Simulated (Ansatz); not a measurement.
# CH8BNSi: the cost of one run

All numbers below are computed with Ansatz 0.2.0 (RKS B3LYP/def2-SVP).

### Step 1. The starting structure

Bond lengths: B1–C2 1.527 Å, C2–N3 1.460 Å, C2–Si4 1.906 Å, B1–H5 1.222 Å, B1–H6 1.238 Å, C2–H7 1.138 Å, N3–H8 1.097 Å, N3–H9 0.995 Å, Si4–H10 1.420 Å, Si4–H11 1.531 Å, Si4–H12 1.441 Å. Angles (14 of 18 angles, heavy atoms first): B1–C2–N3 109.1°, B1–C2–Si4 111.3°, N3–C2–Si4 112.4°, B1–C2–H7 108.6°, N3–C2–H7 110.2°, Si4–C2–H7 105.2°, C2–B1–H5 124.5°, C2–B1–H6 121.7°, C2–N3–H8 104.9°, C2–N3–H9 112.9°, C2–Si4–H10 109.5°, C2–Si4–H11 104.9°, C2–Si4–H12 109.7°, H5–B1–H6 113.9°.

Coordinates:

```xyz
12

B    -0.9641    1.2831   -0.2032
C     0.1285    0.3947    0.3881
N    -0.4224   -0.3540    1.5141
Si    0.8873   -0.7437   -0.9386
H    -1.3618    1.2154   -1.3568
H    -1.5257    2.1574    0.4696
H     0.9852    1.0569    0.7380
H     0.4399   -0.8597    1.9653
H    -1.0772   -1.0494    1.2343
H     1.3552    0.0417   -2.0248
H    -0.2724   -1.6261   -1.4095
H     1.9046   -1.5715   -0.3424
```

### Step 2. End point A

File input.yaml:

```yaml
crystal:
  periodic: [false, false, false]
  atoms:
    - { symbol: B, position_ang: [-0.9641, 1.2831, -0.2032] }
    - { symbol: C, position_ang: [0.1285, 0.3947, 0.3881] }
    - { symbol: "N", position_ang: [-0.4224, -0.354, 1.5141] }
    - { symbol: Si, position_ang: [0.8873, -0.7437, -0.9386] }
    - { symbol: H, position_ang: [-1.3618, 1.2154, -1.3568] }
    - { symbol: H, position_ang: [-1.5257, 2.1574, 0.4696] }
    - { symbol: H, position_ang: [0.9852, 1.0569, 0.738] }
    - { symbol: H, position_ang: [0.4399, -0.8597, 1.9653] }
    - { symbol: H, position_ang: [-1.0772, -1.0494, 1.2343] }
    - { symbol: H, position_ang: [1.3552, 0.0417, -2.0248] }
    - { symbol: H, position_ang: [-0.2724, -1.6261, -1.4095] }
    - { symbol: H, position_ang: [1.9046, -1.5715, -0.3424] }
basis:
  gaussian: { orbitals: def2-SVP }
hamiltonian:
  xc: b3lyp
relax:
  f_tol: 0.015
  max_steps: 40
```

Command:

```
ansatz run input.yaml --threads 2 --pin off --max-ram 3072MiB --backend cpu --events-out ev --progress --plain --runs-dir out
```

Q: Estimate wall time and peak memory on 2 threads of Arm Neoverse V1, shared host.

About 51 s, with a peak of 0.2 GiB.
